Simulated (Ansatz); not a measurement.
**HfRu3 in Ansatz: the effect of strain**

Crystal: HfRu3.

```
Hf Ru
1.0
     3.79754    0.00000    0.00000
     0.00000    3.79754    0.00000
     0.00000    0.00000    3.95577
Hf Ru
1 3
Cartesian
  0.0000 0.0000 0.0000
  0.0000 1.8988 1.9779
  1.8988 0.0000 1.9779
  1.8988 1.8988 0.0000
```

The cell comes from a database or a generator and needn't be the stable form of this composition.

Alike in all runs:

- Program: Ansatz 0.2.0
- Task: relaxation of the atoms
- Functional: PBE
- Potentials or basis: Ansatz PAW
- Cutoff: 420 eV (not typed: the program's choice for these potentials)
- k mesh: 6 × 6 × 6
- Occupations: fermi-dirac, width 0.05 eV
- Spin: no spin polarisation
- Kind of strain: biaxial

Each run relaxes the cell or the atoms first.

| strain | pressure (GPa) |
| --- | --- |
| -0.04 | 21.6 |
| -0.02 | ? |
| -0.01 | 3.8 |
| 0 | -1.0 |
| 0.01 | -5.3 |
| 0.02 | -9.2 |
| 0.04 | -15.8 |

Task: What does the run with strain -0.02 give?

Result: Pressure 9.1 GPa.

Worked out: A parabola through the other rows of the pressure, of slope -563 GPa per unit of strain there, gives 9.3 GPa, against the run's 9.1.

Caveats: the relaxation stopped at its first step, so nothing moved; the thresholds are loose for stress.
